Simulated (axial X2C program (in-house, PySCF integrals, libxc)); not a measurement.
# SeGe⁻: EOM-EA-CCSD levels

Wanted for SeGe⁻: EOM-EA-CCSD levels, at the two-component level.

Method: two-component X2C with atomic mean-field terms, Se dyall-acv3z, Ge dyall-acv3z; program: an in-house X2C program for linear molecules on PySCF integrals.

All values are calculated.

## Step 1: Set-up

Input file task.json:

```json
{"zs": [34, 32], "q": -1, "bas": ["dyall-acv3z", "dyall-acv3z"], "r0": 2.18, "eom": "ea", "thr": -1.0, "nmax": 92, "grid": [1, 0.96, 1.045, 0.92, 1.09, 1.15], "rq": 0}
```

Keys: zs atomic numbers; q charge; bas basis sets; r0 starting distance in Å; eom kind of EOM run; thr threshold in hartree for freezing inner shells (an s shell follows its p shell); nmax most natural virtual spinors; grid distances as factors.

Launch:

```
$ python soeom.py task.json out
```

After this run come: EOM-EA-CCSD at 2.136 Å.

Q: Predict the outcome of this session. Wanted: next root led by one particle; T1 of the reference.

As calculated:

| quantity | value |
| --- | --- |
| lowest root at 2.136 Å | Ω = 1/2, 0.484 eV |
| next root led by one particle | Ω = 3/2, about 860 cm⁻¹ higher |
| T1 of the reference | 0.026 |

In words: The added electron is bound by 0.48 eV in a spinor of 58% Ge pπ, 14% Se dπ, 13% Ge dπ. Errors of 0.1 to 0.3 eV are usual at this size, and roots led by higher excitations are left out, so the list is incomplete, and low states of that kind can be missing. T1 or the largest double amplitude of the reference is raised, which lowers the reliability.
